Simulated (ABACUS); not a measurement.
Runs of ABACUS 3.10.1 on NaTb2Sc2FeO9. It takes space group P3m1 (No. 156, trigonal). The conventional cell has a = 5.516 Å, b = 5.516 Å, c = 7.152 Å, α = 90.00°, β = 90.00°, γ = 120.00°. Na (site symmetry 3m) has 9 O at 2.63 to 2.80 Å as nearest neighbours. Tb (site symmetry 3m) has 3 O at 2.28 Å as nearest neighbours. Tb (site symmetry 3m) has 3 O at 2.21 Å as nearest neighbours. Around Sc (site symmetry 3m) lie 6 O at 1.95 to 2.19 Å. Sc (site symmetry 3m) has 6 O at 2.06 Å as nearest neighbours. Fe (site symmetry 3m) has 6 O at 1.83 to 1.91 Å as nearest neighbours. O (site symmetry m) is surrounded by 1 Fe at 1.91 Å and 1 Sc at 2.19 Å. Around O (site symmetry m) lie 2 Sc at 1.95 to 2.06 Å and 1 Tb at 2.21 Å. The cell was built by a generator and needn't be a form met in nature.

```tsv
level	gap on the mesh (eV)	moment (μB)	largest force (eV/Å)
PBEsol	none	2.98	0.57
LDA	none	2.96	0.46
BLYP	none	2.98	0.53
PBE	(b)	2.98	(a)
SOGGA	none	2.98	0.60
```

Alike in all rows: task single point; potentials or basis PseudoDojo NC SR 0.4.1 PBE standard, lanthanides 3+ (f in core), DZP LCAO (the cutoffs set its grid); spin collinear, ferromagnetic start; cell as given; k mesh 6 × 6 × 4; cutoff (eV) 1361; smearing fermi-dirac 0.05 eV.

**Question.** Estimate the missing entries.

**Answer.** (a) 0.58; (b) 0.06.

Caveats: the atomic orbitals were generated for these runs and aren't a published set; the magnetic or orbital state may not be the lowest; spin-orbit coupling is left out, which moves the levels of the heavy elements; the 4f electrons are frozen in the core as for a trivalent ion, so they carry no moment and show no levels; the basis of atomic orbitals isn't converged, which shifts pressures, moduli and gaps; a cell with one magnetic atom can't hold antiferromagnetic order, which such compounds often take.

A k mesh can miss the band edges, and the runs leave out spin-orbit coupling on Tb.

A gap of «none» marks a metal or a gap under the smearing width.
